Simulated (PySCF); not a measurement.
# H7NOSeSi2: the cost of one run

Programs: PySCF 2.14.0, with density-fitted response routines of our own. Each step states its level of theory. These are calculated values for one molecule in the gas phase, unless marked as measured. Atoms are numbered from 0 throughout.

## 1. The starting structure

12 atoms, charge 0, multiplicity 1; geometry from: GFN2-xTB. The atoms were then displaced at random by about 0.01 Å, so the start is not that level's minimum.

Bonds of the start (Å): N0–Si1 1.71, Si1–O2 1.62, Si1–Se3 2.34, Se3–Si4 2.25, N0–H5 1.03, N0–H6 1.00, Si1–H7 1.46, O2–H8 0.94, Si4–H9 1.46, Si4–H10 1.44, Si4–H11 1.47.

## 2. Optimising the geometry at PBE0-D3(BJ)/def2-SVP

Job settings and geometry (Å):

```
{"job": {"xc": "PBE0", "basis": "def2-SVP", "d3": "d3bj", "grid": 1, "shake": 0.01, "kind": "geom"}, "charge": 0, "multiplicity": 1}
N     -2.111970    -0.833060     1.142360
Si    -1.026610     0.058990     0.163550
O     -1.078540    -0.464410    -1.372000
Se     1.025370    -0.384740     1.192790
Si     2.397490     0.619520    -0.275860
H     -3.119440    -0.745780     0.927030
H     -1.970910    -0.836250     2.133690
H     -1.139180     1.502820    -0.042050
H     -0.968100    -1.385920    -1.542030
H      2.059760     2.041610    -0.325660
H      2.242810     0.000750    -1.567750
H      3.729020     0.398200     0.301750
```

Launch:

```sh
$ OMP_NUM_THREADS=1 python probes_run.py task.json out
```

One launch serves the whole session: the jobs run in the order shown.

Q: Estimate the wall time and peak memory of this first job on 1 thread of Arm Neoverse V2, shared host.

About 2.1 min, with a peak of 0.55 GiB.
